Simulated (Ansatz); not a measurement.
Working through a single point from an input written key by key of C₃H₈OSi, SMILES O[SiH2]C1CC1

Program: Ansatz 0.2.0, Python API.

The cells in order, each with its output:

```python
import ansatz as az
import numpy as np
import pandas as pd
```

```python
DECK = """
crystal:
  periodic: [false, false, false]
  atoms:
    - { symbol: O, position_ang: [2.4245, 0.9198, -0.3484] }
    - { symbol: Si, position_ang: [1.4785, -0.289, 0.279] }
    - { symbol: C, position_ang: [-0.1991, -0.3351, -0.5545] }
    - { symbol: C, position_ang: [-1.4124, -0.742, 0.2384] }
    - { symbol: C, position_ang: [-1.2354, 0.6922, -0.1799] }
    - { symbol: H, position_ang: [2.0279, 1.8041, -0.3389] }
    - { symbol: H, position_ang: [1.3076, -0.0143, 1.724] }
    - { symbol: H, position_ang: [2.1716, -1.5851, 0.1099] }
    - { symbol: H, position_ang: [-0.1513, -0.6415, -1.5926] }
    - { symbol: H, position_ang: [-2.1756, -1.3257, -0.2666] }
    - { symbol: H, position_ang: [-1.3224, -0.9733, 1.2949] }
    - { symbol: H, position_ang: [-1.8811, 1.0714, -0.9657] }
    - { symbol: H, position_ang: [-1.0327, 1.4185, 0.6003] }
basis:
  gaussian: { orbitals: def2-SVP }
hamiltonian:
  xc: r2scan
output:
  forces: true
"""

session = az.Session.from_yaml(DECK)
report = session.plan(threads=1).execute().report
```

```python
for key in ("converged", "free_energy_ev", "reference_energy_ev", "n_frozen", "n_occupied", "n_virtual"):
    print(f"{key:22s} {report[key]}")
symbols = ["O", "Si", "C", "C", "C", "H", "H", "H", "H", "H", "H", "H", "H"]
field = report["mean_field"]
print("<S^2> =", round(abs(field["state"]["spin_squared"]), 4), " all-electron relativity setting:", field["relativity"])
print("passes:", field["passes"])
if "symmetry" in field:
    print("occupied orbitals by irrep:", field["symmetry"]["occupied"])
```

    converged              True
    free_energy_ev         -13156.165135781528
    reference_energy_ev    -13156.165135781528
    n_frozen               0
    n_occupied             [24, 24]
    n_virtual              [90, 90]
    <S^2> = 0.0  all-electron relativity setting: none
    passes: {'evaluations': 16, 'products': 12}
    occupied orbitals by irrep: [{'A': 24}, {'A': 24}]

```python
print("forces (eV/A)")
for symbol, f in zip(symbols, report["forces_ev_ang"]):
    print(f"  {symbol:2s} {f[0]:9.4f} {f[1]:9.4f} {f[2]:9.4f}")
charges = report["charge_distribution"]
table = pd.DataFrame({"atom": symbols, "mulliken": charges["mulliken_charges_e"], "lowdin": charges["lowdin_charges_e"]})
print(table.round(3).to_string())
print("dipole (e A):", np.round(charges["dipole_moment_e_ang"], 4) + 0.0)
```

    forces (eV/A)
      O     0.3054    0.3842   -0.3418
      Si   -0.4569    0.0645   -0.0726
      C     0.7678    0.0665    0.8006
      C    -0.1918    0.3369   -0.2744
      C    -0.2880   -0.4126   -0.0385
      H     0.1159   -0.2718   -0.0062
      H    -0.2577   -0.0767    0.3797
      H     0.2152   -0.0610   -0.1133
      H    -0.1959   -0.1209   -0.5055
      H    -0.2223   -0.1630   -0.1830
      H     0.1805   -0.1039    0.3440
      H    -0.1898    0.0992   -0.2592
      H     0.2176    0.2586    0.2703
       atom  mulliken  lowdin
    0     O    -0.433   0.025
    1    Si     0.697   0.303
    2     C    -0.405  -0.187
    3     C    -0.058   0.004
    4     C    -0.072  -0.005
    5     H     0.202  -0.005
    6     H    -0.135  -0.105
    7     H    -0.109  -0.092
    8     H     0.073   0.020
    9     H     0.060   0.012
    10    H     0.063   0.011
    11    H     0.060   0.012
    12    H     0.057   0.008
    dipole (e A): [-0.3526  0.1749 -0.0443]

Caveats:
- Total energies depend on the basis set; only differences at equal settings carry meaning.
- The geometry is a force-field or estimated start, not a minimum of this method, and the basis set is short of its limit.
- The Löwdin charges here are taken after orthogonalising the functions within each atom; they differ from plain Löwdin charges, and their signs can be unphysical.
- Wall time of the script: 8.1 s on 1 thread of Arm Neoverse V1, on a shared host, peak memory 0.26 GiB.
